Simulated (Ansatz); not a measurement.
# BaWO4: the cost of one run

Program: the Python package of Ansatz 0.2.0. Level of theory: DFT PBEsol, plane waves, PAW. These are calculated values, not measurements.

### 1 Starting point

It takes space group I4_1/a (No. 88, tetragonal). Conventional cell: a = 5.667 Å, b = 5.667 Å, c = 12.739 Å, α = 90.00°, β = 90.00°, γ = 90.00°. Around Ba (site symmetry -4) lie 8 O at 2.76 to 2.80 Å. W (site symmetry -4) has 4 O at 1.79 Å as nearest neighbours. Around O (site symmetry 1) lie 1 W at 1.79 Å.

No structure file is read: the coordinates are typed or built in the script.

### 2 The script

Input file pdos.py:

```python
import ansatz as az
from ase import Atoms
import numpy as np

SETTINGS = {
    'functional': 'PBEsol',
    'smearing': 'Methfessel-Paxton',
    'sigma': 0.05,
    'n_empty': 30,
}

atoms = Atoms(
    ['Ba', 'Ba', 'W', 'W', 'O', 'O', 'O', 'O', 'O', 'O', 'O', 'O'],
    scaled_positions=[
        (0.25, 0.75, 0.5),
        (0.5, 0.5, 0.0),
        (0.75, 0.25, 0.5),
        (0.0, 0.0, 0.0),
        (0.15214477, 0.04689186, 0.35623995),
        (0.69065191, 0.79590482, 0.64376005),
        (0.05934809, 0.45409518, 0.85623995),
        (0.54590482, 0.40214477, 0.60525291),
        (0.20409518, 0.84785523, 0.89474709),
        (0.95310814, 0.30934809, 0.10525291),
        (0.79689186, 0.94065191, 0.39474709),
        (0.59785523, 0.20310814, 0.14376005),
    ],
    cell=[
        (-2.8333659, 2.8333659, 6.36926687),
        (2.8333659, -2.8333659, 6.36926687),
        (2.8333659, 2.8333659, -6.36926687),
    ],
    pbc=True,
)
xtal = az.Crystal.from_ase(atoms)

calc = xtal.calculation()
calc = calc.functional(SETTINGS['functional'])
calc = calc.basis(18 * az.Ha)
calc = calc.kpoints(5)
calc = calc.occupations(SETTINGS['smearing'], width=SETTINGS['sigma'])
calc = calc.scf(extra_bands=SETTINGS['n_empty'])
calc = calc.density_of_states(projected=True, energy_step=0.1)
def show(event):
    row = event['data']
    if event['event'] == 'scf_iter' and row.get('harris_foulkes_ev') is not None:
        print(f'  iteration {row["iter"]:3d}  Harris-Foulkes {row["harris_foulkes_ev"]:.5f} eV  residual {row["dr2_ev"]:.2e}')


outcome = calc.session().plan().execute(on_event=show)
r = outcome.report

dos = outcome.density_of_states()
energy = np.asarray(dos.energies_ev) - dos.fermi_ev
curves = {}
for site in outcome.projected_density_of_states().sites:
    for shell in site.shells:
        weight = sum(np.sum(curve.g_bin_mean_per_ev, axis=0) for curve in shell.curves)
        name = f'{site.species} {shell.label}'
        curves[name] = curves.get(name, 0) + weight

print('E-EF   ' + ' '.join(f'{name:>8s}' for name in curves))
for e in np.arange(-6, 4 + 0.1, 1.0):
    print(f'{e:5.1f}  ' + ' '.join(f'{np.interp(e, energy, g):8.3f}' for g in curves.values()))
```

### 3 What the engine is handed

The package turns the script's settings into the engine's input:

```yaml
crystal:
  lattice:
    - [-2.8333659, 2.8333659, 6.36926687]
    - [2.8333659, -2.8333659, 6.36926687]
    - [2.8333659, 2.8333659, -6.36926687]
  atoms:
    - { symbol: Ba, position: [0.25, 0.75, 0.5] }
    - { symbol: Ba, position: [0.5, 0.5, 0.0] }
    - { symbol: W, position: [0.7499999999999999, 0.25000000000000006, 0.49999999999999994] }
    - { symbol: W, position: [0.0, 0.0, 0.0] }
    - { symbol: O, position: [0.15214477000000004, 0.04689185999999999, 0.35623995] }
    - { symbol: O, position: [0.6906519099999999, 0.79590482, 0.64376005] }
    - { symbol: O, position: [0.05934809, 0.45409517999999993, 0.85623995] }
    - { symbol: O, position: [0.54590482, 0.40214477, 0.60525291] }
    - { symbol: O, position: [0.20409517999999993, 0.84785523, 0.89474709] }
    - { symbol: O, position: [0.95310814, 0.30934809, 0.10525291000000002] }
    - { symbol: O, position: [0.79689186, 0.94065191, 0.39474709] }
    - { symbol: O, position: [0.59785523, 0.20310814, 0.14376005] }
basis:
  ecutwfc: 489.804952427784
kpoints:
  mp_grid:
    grid: [5, 5, 5]
hamiltonian:
  xc: pbesol
scf:
  n_extra_bands: 30
  occupations:
    method: methfessel_paxton
    width: 0.05
output:
  dos:
    de: 0.1
    projected: true
```

### 4 Launch

On the command line:

```sh
> python pdos.py
```

**Question.** How long does this script take on 1 thread of Arm Neoverse V2, shared host, and how much memory does it need?

About 30 s, with a peak of 0.77 GiB.
